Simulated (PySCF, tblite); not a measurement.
# C₄H₅BF₄S: geometry, infrared bands and NMR shifts

Wanted: the infrared bands and NMR shifts of C₄H₅BF₄S (`C=C(F)BCSC(F)(F)F`), by calculation.

Computed with tblite 0.8.0 and PySCF 2.14.0, with density-fitted response routines of our own, on a single molecule in the gas phase. Atoms are numbered from 0 throughout.

**1. The molecule as given**

15 atoms, charge 0, multiplicity 1; geometry from: force field or distance geometry start.

Bonds of the start (Å): C0–C1 1.33, C1–F2 1.35, C1–B3 1.57, B3–C4 1.58, C4–S5 1.82, S5–C6 1.83, C6–F7 1.38, C6–F8 1.38, C6–F9 1.37, C0–H10 1.09, C0–H11 1.09, B3–H12 1.19, C4–H13 1.12, C4–H14 1.10.

**2. Optimising the geometry with GFN2-xTB**

What the job is given:

```
{"job": {"kind": "relax", "xc": "GFN2-xTB", "basis": "xTB"}, "charge": 0, "multiplicity": 1}
C     -3.250600    -0.225300     0.580500
C     -2.024200     0.165200     0.258600
F     -1.720000     1.482200     0.187100
B     -0.890300    -0.888500    -0.015500
C      0.578200    -0.437800    -0.396500
S      1.356500     0.399700     1.013700
C      2.935200     0.775500     0.166800
F      3.551500    -0.394200    -0.233100
F      3.775900     1.428700     1.051300
F      2.701600     1.582400    -0.921000
H     -3.528100    -1.275100     0.655100
H     -4.030300     0.518900     0.768900
H     -1.149300    -2.049100     0.028000
H      0.523300     0.250000    -1.276200
H      1.166300    -1.324700    -0.681000
```

On the command line:

```sh
OMP_NUM_THREADS=1 python probes_run.py task.json out
```

The driver reads the jobs from task.json and runs them one after another.

**Question.** This job is followed by: GFN2-xTB harmonic vibrations, gas phase; GIAO PBE0/pcSseg-1 NMR shielding, non-relativistic, gas phase. Predict these results of the whole session: strongest single infrared mode (GFN2-xTB); zero-point energy (GFN2-xTB); ¹³C shifts against TMS (PBE0/pcSseg-1); ¹H shifts against TMS (PBE0/pcSseg-1, means over atoms taken as alike); ¹⁹F shifts against CFCl3 (PBE0/pcSseg-1, means over atoms taken as alike); ¹¹B shifts against BF3·OEt2 (PBE0/pcSseg-1); ³³S shifts against CS2 (PBE0/pcSseg-1); surface potential, 1st and 99th percentile.

**Answer**, as computed:

| quantity | value |
| --- | --- |
| strongest single infrared mode (GFN2-xTB) | 1100 cm⁻¹, 331 km/mol |
| zero-point energy (GFN2-xTB) | 54.1 kcal/mol |
| ¹³C shifts against TMS (PBE0/pcSseg-1) | 186.8, 143.2, 136.4, 33.3 ppm |
| ¹H shifts against TMS (PBE0/pcSseg-1, means over atoms taken as alike) | 6.68, 6.54, 6.05, 3.42 ppm |
| ¹⁹F shifts against CFCl3 (PBE0/pcSseg-1, means over atoms taken as alike) | -62.5, -102.0 ppm |
| ¹¹B shifts against BF3·OEt2 (PBE0/pcSseg-1) | 69.8 ppm |
| ³³S shifts against CS2 (PBE0/pcSseg-1) | 100 ppm |
| surface potential, 1st and 99th percentile | -0.64 V and 1.55 V |

In words: Relaxing lowered the energy by 0.374 eV in 185 steps; the close pair that moved most is C6–F8, from 1.384 to 1.327 Å. All 39 modes are real, so the xTB geometry is a minimum. The strongest single mode, at 1100 cm⁻¹, moves mainly C6. GFN2-xTB is a fitted tight-binding method: band positions and strengths are rough. Its intensities can rank the bands wrongly. At PBE0/pcSseg-1: The widest tensor belongs to S5: span 582 ppm, with a paramagnetic part of -651 ppm. At PBE0/pcSseg-1, counted by nearest atom on the grid, the HOMO lies on S5 81 %, the LUMO on B3 41 %; C0 21 %.
